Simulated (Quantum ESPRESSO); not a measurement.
**GaSb3 under changes of volume**

One of the cells (25.960 Å³/atom); the others are scaled copies at fixed shape and fractional positions:

```xyz
4
Lattice="0.0000 3.7306 3.7306 3.7306 0.0000 3.7306 3.7306 3.7306 0.0000" Properties=species:S:1:pos:R:3 pbc="T T T"
Sb    3.7306    3.7306    3.7306
Sb    5.5959    5.5959    5.5959
Sb    1.8653    1.8653    1.8653
Ga    0.0000    0.0000    0.0000
```

The cell comes from a database or a generator and needn't be the stable form of this composition.

| Property | Result |
| --- | --- |
| Program | Quantum ESPRESSO 7.5 |
| Functional | r2SCAN |
| Potentials or basis | SG15 PBE 1.2 |
| Cutoff | 1197 eV |
| Density cutoff | 4789 eV |
| k mesh | 3 × 3 × 3 |
| Occupations | fermi-dirac, width 0.05 eV |
| Spin | no spin polarisation |

| volume (Å³/atom) | energy over the lowest point (meV/atom) | pressure (GPa) |
| --- | --- | --- |
| 24.402 | 14.89 | 3.8 |
| 24.922 | 5.26 | 2.2 |
| 25.441 | ? | ? |
| 25.960 | 0.00 | -0.5 |
| 26.479 | 3.47 | -1.6 |
| 26.998 | 10.45 | -2.7 |
| 27.518 | 20.60 | -3.6 |

Q: What does the run at 25.441 Å³/atom give?

A: Energy over the lowest point 0.46 meV/atom; pressure 0.8 GPa.

Worked out: A Birch-Murnaghan fit of order 3 (a polynomial in V^(-2/3)) to the other rows has its minimum at 25.76 Å³/atom with B0 = V·E''(V) = 62 GPa and B' = 4.2. It gives 0.46 meV/atom at 25.441 Å³/atom, against the run's 0.46, and -dE/dV = 0.8 GPa, against 0.8.

Energies are extrapolated to zero smearing.

Caveats: all runs use coarse meshes; the potentials were made for another functional, which shifts forces and pressure.
